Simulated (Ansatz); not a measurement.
**CH₅FGeO: small, medium and large basis sets**

An exercise on one series of results from a longer session: the logs are not shown, and one member is left open.

Method: one geometry, several basis sets; program: Ansatz 0.2.0, Gaussian basis.

Plan: PBE0-D4/def2-SVP; ωB97M-V/def2-SVP; PBE0-D4/def2-QZVPP; ωB97M-V/def2-QZVPP; the functionals' def2-TZVPP values are taken from earlier runs.

**The relaxed structure**

All runs share one geometry, relaxed beforehand with PBE0-D4 in a triple-zeta def2 set.

9 atoms, charge 0, spin multiplicity 1.

Atoms are counted from 1 here; the program's logs count them from 0.

Bond lengths: C1–Ge2 1.923 Å, C1–H5 1.090 Å, C1–H6 1.091 Å, C1–H7 1.090 Å, Ge2–O3 1.766 Å, Ge2–F4 1.745 Å, Ge2–H8 1.538 Å, O3–H9 0.960 Å. Angles: Ge2–C1–H5 108.9°, Ge2–C1–H6 110.1°, Ge2–C1–H7 110.2°, H5–C1–H6 109.1°, H5–C1–H7 109.3°, H6–C1–H7 109.2°, C1–Ge2–O3 107.0°, C1–Ge2–F4 108.4°, C1–Ge2–H8 118.4°, O3–Ge2–F4 106.8°, O3–Ge2–H8 111.2°, F4–Ge2–H8 104.4°, Ge2–O3–H9 113.6°.

The first run:

Input file in.yaml:

```yaml
crystal:
  periodic: [false, false, false]
  atoms:
    - {symbol: C, position_ang: [-0.669024, 0.976880, -0.584176]}
    - {symbol: Ge, position_ang: [0.088345, -0.643686, 0.121534]}
    - {symbol: O, position_ang: [1.270042, -0.170654, 1.345472]}
    - {symbol: F, position_ang: [0.974361, -1.438602, -1.153827]}
    - {symbol: H, position_ang: [0.138916, 1.624948, -0.924649]}
    - {symbol: H, position_ang: [-1.237932, 1.493478, 0.189691]}
    - {symbol: H, position_ang: [-1.327083, 0.751272, -1.423489]}
    - {symbol: H, position_ang: [-0.865545, -1.725143, 0.656808]}
    - {symbol: H, position_ang: [1.716522, -0.914693, 1.755536]}
basis:
  gaussian: {orbitals: def2-SVP}
hamiltonian: {xc: pbe0, dispersion: d4}
output: {orbitals: {seedname: orbitals}}
```

Among the steps run: PBE0-D4 in def2-SVP; ωB97M-V in def2-SVP; PBE0-D4 in def2-QZVPP; ωB97M-V in def2-QZVPP.

One of the session's tables, all rows but one given; the rest of the session is left out.

It belongs to the step «Density functionals: the series». 

```
functional       basis  HOMO (eV)  LUMO (eV)
   PBE0-D4    def2-SVP      -8.76       1.15
   PBE0-D4  def2-TZVPP          ?          ?
   PBE0-D4  def2-QZVPP      -8.97       0.33
   ωB97M-V    def2-SVP     -11.07       2.96
   ωB97M-V  def2-TZVPP     -11.24       2.25
   ωB97M-V  def2-QZVPP     -11.29       1.70
```

**Question.** Estimate the row for PBE0-D4, def2-TZVPP.

**Answer.** HOMO (eV): -8.93; LUMO (eV): 0.64. In the column «HOMO (eV)» it lies between PBE0-D4, def2-QZVPP (-8.97) and PBE0-D4, def2-SVP (-8.76).
